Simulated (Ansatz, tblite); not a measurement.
# In(OH)3 (InH₃O₃): one state, many levels, part 2 of 2

Aim: run the singlet of In(OH)3 (InH₃O₃) at one geometry on many levels, and compare frontier levels, spin and run time.

Ansatz 0.2.0, Gaussian basis; as each input shows. The steps go on from the part before.

**17. r2SCAN-D4/def2-TZVPD**

File in.yaml:

```yaml
crystal:
  periodic: [false, false, false]
  atoms:
    - {symbol: In, position_ang: [0.000380, -0.000009, 0.000047]}
    - {symbol: O, position_ang: [1.907310, 0.350217, 0.477804]}
    - {symbol: H, position_ang: [2.427174, -0.461789, 0.387712]}
    - {symbol: O, position_ang: [-1.338348, 1.479255, 0.083600]}
    - {symbol: H, position_ang: [-0.910549, 2.299134, 0.370842]}
    - {symbol: O, position_ang: [-0.568930, -1.829746, -0.561519]}
    - {symbol: H, position_ang: [-1.517025, -1.837052, -0.758496]}
basis:
  gaussian: {orbitals: def2-TZVPD, initial_orbitals: start.molden}
hamiltonian: {xc: r2scan, dispersion: d4}
scf: {omitted_lower_state_checks: [starts]}
output: {orbitals: {seedname: orbitals}}
```

Run with:

```console
$ ansatz run in.yaml --threads 2 --pin off --events-out ev --progress --plain --max-ram 4352MiB
```

Log:

```text
Functional definition: r2SCAN
  name "r2SCAN"
  cite "Furness, Kaplan, Ning, Perdew & Sun, J. Phys. Chem. Lett. 11, 8208 (2020) doi:10.1021/acs.jpclett.0c02405"
  cite "Furness, Kaplan, Ning, Perdew & Sun, J. Phys. Chem. Lett. 11, 9248 (2020) doi:10.1021/acs.jpclett.0c03077"
  parent r2scan
  parameter k0 = 0.174
  parameter k1 = 0.065
  parameter a1 = 4.9479
  exchange = r2scan_x(k0 = k0, k1 = k1, a1 = a1)
  correlation = r2scan_c
these checks for a lower state are left out or cut short: starts
1136 factors; their error is unknown
mean field evaluation 1: about -11366.8106 eV, gradient 7.5e0 eV
mean field evaluation 2: about -11366.9720 eV, gradient 2.1e-1 eV
mean field evaluation 4: about -11366.9620 eV, gradient 6.3e-4 eV
mean field -11366.96199133 eV, -417.7281483777 hartree, gradient 2.5e-5 eV, S^2 0.000000; 0 other end points of the search recorded, 0 dependent functions left out
reference -11366.96201176 eV, -417.7281491287 hartree; 24, 24 occupied and 179, 179 virtual orbitals, 1136 factors
Total energy: -11366.98654876 eV, -417.7290508468 hartree
Checks for a lower state left out: starts
```

Wall time 4.7 s (2 threads of Arm Neoverse V2, shared host).

From the report: HOMO -7.43 eV, LUMO -2.85 eV.

**18. CCSD(T)/def2-TZVPP**

Edit in.yaml of step 17 so:

```diff
@@ -11,4 +11,4 @@
 basis:
-  gaussian: {orbitals: def2-TZVPD, initial_orbitals: start.molden}
-hamiltonian: {xc: r2scan, dispersion: d4}
+  gaussian: {orbitals: def2-TZVPP, initial_orbitals: start.molden}
+correlation: {method: ccsd_t}
 scf: {omitted_lower_state_checks: [starts]}
```

The command is unchanged.

Log, cut to the lines that bear on the results:

```text
Functional definition: HF
  name "HF"
  cite "Fock, Z. Phys. 61, 126 (1930) doi:10.1007/BF01340294"
  parent pbe
[...]
1331 factors; integrals over basis functions are off by at most 6.7e-4 eV
[...]
mean field -11311.48747267 eV, -415.6894974191 hartree, gradient 2.5e-6 eV, S^2 0.000000; 0 other end points of the search recorded, 0 dependent functions left out
7 core orbitals not correlated: weight in the atoms' cores, before any rotation towards them, 1.000 or more for the frozen orbitals, at most 0.000 for the correlated occupied ones
reference -11311.48747267 eV, -415.6894974191 hartree; 17, 17 occupied and 161, 161 virtual orbitals, 1331 factors
second order -27.85119497 eV of doubles, -0.00000000 eV of singles
cycle   1  -26.80711595 eV  change     1.0e0 eV  update   1.4e-1
[...]
cycle  10  -27.64591954 eV  change   -3.7e-5 eV  update   2.1e-5
perturbative correction -1.00511559 eV, -0.0369373165 hartree
Total energy: -11340.13850780 eV, -416.7424035395 hartree
Checks for a lower state left out: starts
```

Wall time 1.8 min (2 threads of Arm Neoverse V2, shared host); peak memory 2.3 GiB.

From the report: Hartree-Fock HOMO -13.06 eV, LUMO 1.16 eV; T1 0.018.

**19. MP2/def2-TZVP**

Edit in.yaml of step 18 so:

```diff
@@ -11,4 +11,4 @@
 basis:
-  gaussian: {orbitals: def2-TZVPP, initial_orbitals: start.molden}
-correlation: {method: ccsd_t}
+  gaussian: {orbitals: def2-TZVP, initial_orbitals: start.molden}
+correlation: {method: mp2}
 scf: {omitted_lower_state_checks: [starts]}
```

Same command.

Log:

```text
Functional definition: HF
  name "HF"
  cite "Fock, Z. Phys. 61, 126 (1930) doi:10.1007/BF01340294"
  parent pbe
  exchange = exact_x
  correlation = 0
these checks for a lower state are left out or cut short: starts
1247 factors; integrals over basis functions are off by at most 1.6e-3 eV
mean field evaluation 1: about -11310.3574 eV, gradient 2.6e1 eV
mean field evaluation 2: about -11311.2579 eV, gradient 1.1e0 eV
mean field evaluation 4: about -11311.3532 eV, gradient 1.5e-2 eV
mean field evaluation 8: about -11311.3532 eV, gradient 2.3e-6 eV
mean field -11311.35324922 eV, -415.6845647981 hartree, gradient 2.7e-6 eV, S^2 0.000000; 0 other end points of the search recorded, 0 dependent functions left out
7 core orbitals not correlated: weight in the atoms' cores, before any rotation towards them, 1.000 or more for the frozen orbitals, at most 0.000 for the correlated occupied ones
reference -11311.35324922 eV, -415.6845647981 hartree; 17, 17 occupied and 137, 137 virtual orbitals, 1247 factors
second order -27.54959342 eV of doubles, -0.00000000 eV of singles
Total energy: -11338.90284264 eV, -416.6969936824 hartree
Checks for a lower state left out: starts
```

Wall time 2.1 s (2 threads of Arm Neoverse V2, shared host).

Hartree-Fock HOMO -13.06 eV, LUMO 1.17 eV.

**20. RPA/def2-TZVP**

Edit in.yaml of step 19 so:

```diff
@@ -12,4 +12,4 @@
   gaussian: {orbitals: def2-TZVP, initial_orbitals: start.molden}
-correlation: {method: mp2}
+hamiltonian: {xc: pbe}
+correlation: {method: rpa}
 scf: {omitted_lower_state_checks: [starts]}
-output: {orbitals: {seedname: orbitals}}
```

The command is unchanged.

Log:

```text
Functional definition: PBE
  name "PBE"
  cite "Perdew, Burke & Ernzerhof, Phys. Rev. Lett. 77, 3865 (1996) doi:10.1103/PhysRevLett.77.3865"
  parent pbe
  parameter kappa = 0.804
  parameter beta = 0.06672455060314922
  exchange = pbe_x(kappa = kappa, mu = beta*pi^2/3)
  correlation = pbe_c(beta = beta)
these checks for a lower state are left out or cut short: starts
1247 factors; integrals over basis functions are off by at most 1.6e-3 eV
mean field evaluation 1: about -11361.4443 eV, gradient 9.6e0 eV
mean field evaluation 2: about -11361.5945 eV, gradient 1.5e-1 eV
mean field evaluation 4: about -11361.5896 eV, gradient 3.0e-4 eV
mean field -11361.58962199 eV, -417.5307174463 hartree, gradient 3.7e-6 eV, S^2 0.000000; 0 other end points of the search recorded, 0 dependent functions left out
7 core orbitals not correlated: weight in the atoms' cores, before any rotation towards them, 1.000 or more for the frozen orbitals, at most 0.000 for the correlated occupied ones
reference -11309.47044273 eV, -415.6153729358 hartree; 17, 17 occupied and 137, 137 virtual orbitals, 1247 factors
Total energy: -11350.00100098 eV, -417.1048434790 hartree
Checks for a lower state left out: starts
```

Wall time 4.1 s (2 threads of Arm Neoverse V2, shared host).

**21. Comparison**

```csv
level,functions,HOMO (eV),LUMO (eV),gap (eV),time
HF/def2-TZVP,161,-13.06,1.17,14.23,1.1 s
PBE-D4/def2-SVP,83,-6.53,-2.67,3.85,0.8 s
PBE-D4/def2-TZVP,161,-6.96,-2.97,3.99,1.8 s
PBE-D4/def2-TZVPD,203,-7.09,-3.13,3.96,2.8 s
revPBE-D4/def2-TZVP,161,-6.87,-2.83,4.04,1.6 s
r2SCAN-D4/def2-TZVP,161,-7.34,-2.73,4.60,3.1 s
r2SCAN-D4/def2-TZVPD,203,-7.43,-2.85,4.58,4.7 s
B3LYP-D4/def2-TZVP,161,-8.41,-2.43,5.98,2.3 s
PBE0-D4/def2-SVP,83,-8.32,-1.79,6.53,1.2 s
PBE0-D4/def2-TZVP,161,-8.67,-2.06,6.61,2.5 s
PBE0-D4/def2-TZVPD,203,-8.77,-2.24,6.53,3.5 s
BHLYP-D4/def2-TZVP,161,-10.35,-1.26,9.09,2.8 s
CAM-B3LYP-D4/def2-TZVP,161,-10.21,-1.16,9.05,2.6 s
ωB97M-V/def2-TZVP,161,-11.17,-0.16,11.01,8 s
```

Energy pieces by basis (eV):

```csv
basis,HF,MP2 correlation,CCSD correlation,(T),total
def2-TZVPP,-11311.4875,-27.8512,-27.6459,-1.0051,-11340.1385
def2-TZVP,-11311.3532,-27.5496,,,-11338.9028 (MP2)
```

**22. Binding energy**

Free atoms were run apart at each level; binding is atoms less cluster, divided by the number of atoms, without zero-point or spin-orbit terms.

```csv
method,binding an atom (eV),from CCSD(T)/def2-TZVPP (eV),time
HF/def2-TZVP,2.053,-1.253,1.1 s
HF/def2-TZVPP,2.073,-1.233,
PBE-D4/def2-SVP,3.398,+0.092,0.8 s
PBE-D4/def2-TZVP,3.457,+0.151,1.8 s
PBE-D4/def2-TZVPD,3.467,+0.161,2.8 s
revPBE-D4/def2-TZVP,3.325,+0.019,1.6 s
r2SCAN-D4/def2-TZVP,3.372,+0.066,3.1 s
r2SCAN-D4/def2-TZVPD,3.381,+0.075,4.7 s
B3LYP-D4/def2-TZVP,3.317,+0.011,2.3 s
PBE0-D4/def2-SVP,3.229,-0.077,1.2 s
PBE0-D4/def2-TZVP,3.295,-0.011,2.5 s
PBE0-D4/def2-TZVPD,3.306,0.000,3.5 s
BHLYP-D4/def2-TZVP,3.108,-0.198,2.8 s
CAM-B3LYP-D4/def2-TZVP,3.360,+0.054,2.6 s
ωB97M-V/def2-TZVP,3.370,+0.064,8 s
MP2/def2-TZVP,3.371,+0.065,2.1 s
CCSD/def2-TZVPP,3.220,-0.086,
CCSD(T)/def2-TZVPP,3.306,0,1.8 min
```

Among the levels timed on like hardware and quicker than the yardstick, those that no quicker one beats, quickest first: PBE-D4/def2-SVP (0.8 s, +0.092 eV); PBE0-D4/def2-SVP (1.2 s, -0.077 eV); revPBE-D4/def2-TZVP (1.6 s, +0.019 eV); B3LYP-D4/def2-TZVP (2.3 s, +0.011 eV); PBE0-D4/def2-TZVPD (3.5 s, 0.000 eV).

**23. What came out**

This closing draws on all 2 parts.

```
                                                                  quantity                            value
gap in def2-TZVP, named functionals and Hartree-Fock, smallest and largest  3.99 eV (PBE-D4), 14.23 eV (HF)
                                    correlation energy, CCSD(T)/def2-TZVPP                        -28.65 eV
                                         correlation energy, MP2/def2-TZVP                        -27.55 eV
                                       binding an atom, CCSD(T)/def2-TZVPP                         3.306 eV
                           PBE0 total energy, smallest basis above largest   8.42 eV (def2-SVP, def2-TZVPD)
```

Orbital gaps of the named functionals and Hartree-Fock in def2-TZVP span 3.99 eV (PBE-D4) to 14.23 eV (HF); exact exchange widens it. The functionals in def2-TZVP miss CCSD(T)/def2-TZVPP by -0.198 (BHLYP-D4) to +0.151 eV (PBE-D4) an atom. The reference is CCSD(T) in one finite basis, so it carries an error of its own, often a tenth of an eV or more, and near misses can't be ranked.

For cost: PBE0-D4/def2-TZVPD gets within 0.000 eV in 3.5 s, where CCSD(T)/def2-TZVPP took 1.8 min; the quickest level in the cost chart, PBE-D4/def2-SVP, takes 0.8 s and misses by 0.092 eV. The slowest run with a step of its own, CCSD(T)/def2-TZVPP, took 1.8 min; the quickest functional in def2-TZVP took 1.6 s (shared host).
